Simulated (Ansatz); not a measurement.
# GaGeH5: vertical ionisation energy

The task here is to estimate one member of a computed series from the others.

Computed with Ansatz 0.2.0, Gaussian basis. Level: unrestricted cation, the program's frozen cores in correlated methods.

Plan: UKS PBE-D4/def2-TZVPP; UKS r2SCAN-D4/def2-TZVPP; UKS PBE0-D4/def2-TZVPP; UKS B3LYP-D4/def2-TZVPP; UKS wB97X-V/def2-TZVPP; UKS wB97M-V/def2-TZVPP; UKS B2PLYP/def2-TZVPP; UHF-CCSD(T)/def2-TZVPP; UHF-MP2/def2-QZVPP; extrapolation to the limit; then −ε(HOMO) from the neutral's earlier runs with LDA (SPW92), PBE-D4, revPBE-D4, BLYP-D4, r2SCAN-D4, B97M-V, PBE0-D4, B3LYP-D4, r2SCANh-D4, r2SCAN0-D4, HSE06-D4, BHLYP-D4, CAM-B3LYP-D4, LC-ωPBE, ωB97X-V, ωB97M-V.

### The geometry

All runs share one geometry, relaxed beforehand with PBE0-D4 in a triple-zeta def2 set.

SMILES `[GaH2][GeH3]`, 7 atoms, charge 0, spin multiplicity 1.

Atoms are counted from 1 here; the program's logs count them from 0.

Bond lengths: Ga1–Ge2 2.444 Å, Ga1–H3 1.572 Å, Ga1–H4 1.572 Å, Ge2–H5 1.540 Å, Ge2–H6 1.543 Å, Ge2–H7 1.540 Å. Angles: Ge2–Ga1–H3 120.3°, Ge2–Ga1–H4 120.7°, H3–Ga1–H4 119.0°, Ga1–Ge2–H5 113.0°, Ga1–Ge2–H6 109.4°, Ga1–Ge2–H7 112.6°, H5–Ge2–H6 106.9°, H5–Ge2–H7 107.8°, H6–Ge2–H7 106.8°.

Coordinates:

| atom | x (Å) | y (Å) | z (Å) |
| --- | --- | --- | --- |
| Ga1 | -0.3665 | -1.3596 | 0.1114 |
| Ge2 | 0.2778 | 0.9879 | -0.1074 |
| H3 | 0.5299 | -2.3543 | 0.9350 |
| H4 | -1.6930 | -1.8917 | -0.5428 |
| H5 | -0.3075 | 1.6573 | -1.3646 |
| H6 | -0.2461 | 1.7798 | 1.1091 |
| H7 | 1.8055 | 1.1806 | -0.1406 |

The first run:

in.yaml

```yaml
crystal:
  periodic: [false, false, false]
  atoms:
    - {symbol: Ga, position_ang: [-0.366515, -1.359595, 0.111387]}
    - {symbol: Ge, position_ang: [0.277784, 0.987918, -0.107445]}
    - {symbol: H, position_ang: [0.529864, -2.354295, 0.934951]}
    - {symbol: H, position_ang: [-1.693016, -1.891687, -0.542814]}
    - {symbol: H, position_ang: [-0.307474, 1.657283, -1.364605]}
    - {symbol: H, position_ang: [-0.246114, 1.779791, 1.109113]}
    - {symbol: H, position_ang: [1.805481, 1.180585, -0.140588]}
basis:
  gaussian: {orbitals: def2-TZVPP}
total_charge: 1
magnetization: {spin_polarized: true, initial_magnetization: 1}
hamiltonian: {xc: pbe, dispersion: d4}
```

Among the steps run: Cation, UKS PBE-D4/def2-TZVPP; Cation, UKS r2SCAN-D4/def2-TZVPP; Cation, UKS PBE0-D4/def2-TZVPP; Cation, UKS B3LYP-D4/def2-TZVPP; Cation, UKS wB97X-V/def2-TZVPP; Cation, UKS wB97M-V/def2-TZVPP; Cation, UKS B2PLYP (frozen core)/def2-TZVPP; Cation, UHF-CCSD(T)/def2-TZVPP; Cation, UHF-MP2/def2-QZVPP.

One of the session's tables, all rows but one given; the rest of the session is left out.

It belongs to the step «Ionisation energies side by side». For comparison, −ε(HOMO) of the neutral from earlier runs:

| functional | −ε(HOMO) (eV) |
| --- | --- |
| LDA (SPW92) | 6.66 |
| PBE-D4 | 6.55 |
| revPBE-D4 | 6.51 |
| BLYP-D4 | 6.41 |
| r2SCAN-D4 | 6.82 |
| B97M-V | 6.90 |
| PBE0-D4 | 7.60 |
| B3LYP-D4 | ? |
| r2SCANh-D4 | 7.20 |
| r2SCAN0-D4 | 7.78 |
| HSE06-D4 | 7.21 |
| BHLYP-D4 | 8.54 |
| CAM-B3LYP-D4 | 8.83 |
| LC-ωPBE | 10.13 |
| ωB97X-V | 9.80 |
| ωB97M-V | 9.62 |

Estimate the missing values for B3LYP-D4.

Worked estimate for «−ε(HOMO) (eV)». Against the share of exact exchange, BLYP-D4 (0, 6.41), BHLYP-D4 (0.5, 8.54) give a slope of 4.26 per unit share; at 0.2 the line stands at 7.26.

The run gave: −ε(HOMO) (eV): 7.41. In «−ε(HOMO) (eV)» the line misses by -0.15.
